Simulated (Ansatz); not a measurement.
# RbCr: the cost of one run

Program: Ansatz 0.2.0. Level of theory: DFT PBE, scalar-relativistic, plane waves, PAW. These are calculated values, not measurements.

## 1. The structure to begin with

The structure is cubic, space group Pm-3m (No. 221). The conventional cell has a = 5.860 Å, b = 5.860 Å, c = 5.860 Å, α = 90.00°, β = 90.00°, γ = 90.00°. Rb (site symmetry 4/mmm) is surrounded by 4 Cr at 2.93 Å. Cr (site symmetry 4/mmm) has 4 Rb at 2.93 Å as nearest neighbours.

As a file:

```cif
data_structure
_symmetry_space_group_name_H-M 'P 1'
_symmetry_Int_Tables_number 1
_cell_length_a 5.8602
_cell_length_b 5.8602
_cell_length_c 5.8602
_cell_angle_alpha 90.000
_cell_angle_beta 90.000
_cell_angle_gamma 90.000
_cell_volume 201.25
loop_
_atom_site_label
_atom_site_type_symbol
_atom_site_fract_x
_atom_site_fract_y
_atom_site_fract_z
_atom_site_occupancy
Rb1 Rb 0.50000 0.00000 0.00000 1
Rb2 Rb 0.00000 0.50000 0.00000 1
Rb3 Rb 0.00000 0.00000 0.50000 1
Cr1 Cr 0.50000 0.50000 0.00000 1
Cr2 Cr 0.50000 0.00000 0.50000 1
Cr3 Cr 0.00000 0.50000 0.50000 1
```

## 2. Coarse relaxation

File input.yaml:

```yaml
crystal:
  lattice:
    - [5.8601904591, 0.0, 0.0]
    - [0.0, 5.8601904591, 0.0]
    - [0.0, 0.0, 5.8601904591]
  atoms:
    - { symbol: Rb, position: [0.5, 0.0, 0.0] }
    - { symbol: Rb, position: [0.0, 0.5, 0.0] }
    - { symbol: Rb, position: [0.0, 0.0, 0.5] }
    - { symbol: Cr, position: [0.5, 0.5, 0.0], spin: 3.0 }
    - { symbol: Cr, position: [0.5, 0.0, 0.5], spin: 3.0 }
    - { symbol: Cr, position: [0.0, 0.5, 0.5], spin: 3.0 }
basis:
  ecutwfc: 420
kpoints:
  mp_grid: { grid: [4, 4, 4] }
hamiltonian:
  xc: pbe
scf:
  occupations: { method: gaussian, width: 0.1 }
  lower_state_search: "off"
output:
  forces: true
  stress: true
  eigenvalues: true
  populations: true
magnetization:
  spin_polarized: true
relax:
  adjacent_minimum: "off"
  f_tol: 0.04
  max_steps: 70
  cell: { stress_tol: 0.4 }
```

Command:

```
> ansatz run input.yaml --threads 1 --pin off --max-ram 2560MiB --backend cpu --events-out ev --progress --plain --runs-dir out
```

Q: Estimate wall time and peak memory on 1 thread of Intel Xeon 6975P-C (Granite Rapids), shared host.

About 80 s, with a peak of 0.78 GiB.
